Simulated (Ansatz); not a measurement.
Predict the output of the script below (the Ansatz DFT code, driven from Python).

`mass_lan.py`:
```python
# -*- coding: utf-8 -*-
"""Effective masses of LaN by finite differences."""

import ansatz as az
import numpy as np
from pymatgen.core import Lattice, Structure
from pymatgen.io.ase import AseAtomsAdaptor


def main():
    pmg_structure = Structure(
        Lattice([[4.45848, 0.0, 0.0], [0.0, 4.45848, 0.0], [0.0, 0.0, 3.75611]]),
        ["La", "La", "N", "N"],
        [
            [0.5, 0.0, 0.26149],
            [0.0, 0.5, 0.73851],
            [0.5, 0.5, 0.0],
            [0.0, 0.0, 0.0],
        ],
    )
    system = az.Crystal.from_ase(AseAtomsAdaptor.get_atoms(pmg_structure))

    base = (
        system.calculation()
        .basis(450)
        .functional("PBEsol")
        .pseudopotentials("paw")
        .kpoints(4, 4, 5)
        .occupations("fixed")
    )
    # find the band extrema among the mesh points first
    result = base.band_table().run()
    report = result.report
    levels = np.array(report["eigenvalues_ev"])
    filled = round(report["n_electrons"] / 2)
    edges = {"top filled band": (filled - 1, levels[:, filled - 1].argmax()), "lowest empty band": (filled, levels[:, filled].argmin())}
    gap = levels[:, filled].min() - levels[:, filled - 1].max()
    print(f"gap on the mesh {gap:.3f} eV")
    if gap <= 0.05:
        print("no gap: band-edge masses have no meaning here")
        edges = {}
    reciprocal = 2 * np.pi * np.linalg.inv(result.lattice.cell_ang).T
    step = 0.04  # 1/A

    # second differences give the curvature tensor; masses are hbar^2/m_e = 7.61996 eV A^2 over its eigenvalues
    pairs = [(0, 1), (0, 2), (1, 2)]
    moves = [sign * axis for axis in np.eye(3) for sign in (-1, 1)]
    moves += [s1 * np.eye(3)[i] + s2 * np.eye(3)[j] for i, j in pairs for s1 in (1, -1) for s2 in (1, -1)]
    for name, (band, index) in edges.items():
        together = int(np.sum(np.abs(levels[index] - levels[index, band]) < 2e-3))
        print(name, "at k =", np.round(report["kpoints_frac"][index], 4), f"E = {levels[index, band]:.4f} eV, degeneracy {together}")
        centre = np.array(report["kpoints_frac"][index]) @ reciprocal
        points = [centre] + [centre + step * move for move in moves]
        table = base.band_structure(points, intervals=1, cartesian=True).run().band_structure().channels[0].eigenvalues_ev
        if together > 1:
            level = np.flatnonzero(np.abs(levels[index] - levels[index, band]) < 2e-3)
            along = (table[1, level] + table[2, level] - 2 * table[0, level]) / step ** 2
            print("  degenerate level, no single mass tensor; masses of its branches along x:", np.round(7.61996 / along, 3), "m_e")
            continue
        e = table[:, band]
        hessian = np.diag((e[1:7:2] + e[2:7:2] - 2 * e[0]) / step ** 2)
        for (i, j), (pp, pm, mp, mm) in zip(pairs, e[7:].reshape(3, 4)):
            hessian[i, j] = hessian[j, i] = (pp - pm - mp + mm) / (4 * step ** 2)
        curvatures, axes = np.linalg.eigh(hessian)
        slope = (e[2:7:2] - e[1:7:2]) / (2 * step)
        print("  slope (eV A):", np.round(slope, 3) + 0.0, "" if np.abs(slope).max() < 0.05 else "- no extremum here, so these are local curvatures and no band-edge masses")
        for curvature, axis in zip(curvatures, axes.T):
            print(f"  principal mass {7.61996 / curvature:8.3f} m_e along", np.round(axis, 2) + 0.0)


if __name__ == "__main__":
    main()
```

```console
$ python mass_lan.py
gap on the mesh 1.627 eV
top filled band at k = [0.25 0.25 0.  ] E = 11.6311 eV, degeneracy 1
  slope (eV A): [-0.415 -0.415  0.   ] - no extremum here, so these are local curvatures and no band-edge masses
  principal mass   -0.528 m_e along [-0.71  0.71  0.  ]
  principal mass   -1.075 m_e along [0.71 0.71 0.  ]
  principal mass   -2.660 m_e along [0. 0. 1.]
lowest empty band at k = [0. 0. 0.] E = 13.2582 eV, degeneracy 1
  slope (eV A): [0. 0. 0.]
  principal mass    1.739 m_e along [0. 0. 1.]
  principal mass    0.490 m_e along [-0.46 -0.89  0.  ]
  principal mass    0.490 m_e along [-0.89  0.46  0.  ]
```

Reading the output:
- Along an axis with an odd division the mesh misses the point at one half; a gap read on a finite mesh is an upper bound on this functional's gap.
- Semilocal gaps usually lie well under measured ones.
- The computed bands are complete only to about 2.4 eV above the Fermi level.
- Semilocal functionals put the empty 4f levels of La too low, which can move the conduction edge.
- The structure comes from a database of computed cells and needn't be a stable or known phase.
- Gaps and levels are Kohn-Sham values on a finite set of k-points, without spin-orbit coupling.
- The masses are finite-difference curvatures at extrema found on a coarse mesh, which needn't be the true band edges; a step that is long against the gap makes them too heavy. Negative values are curvatures of valence bands (the hole mass is their size). Spin-orbit coupling is left out, and light masses scale with the Kohn-Sham gap.
- Timing: 8.1 s on 1 thread of Arm Neoverse V1 (shared host), peak memory 0.47 GiB.
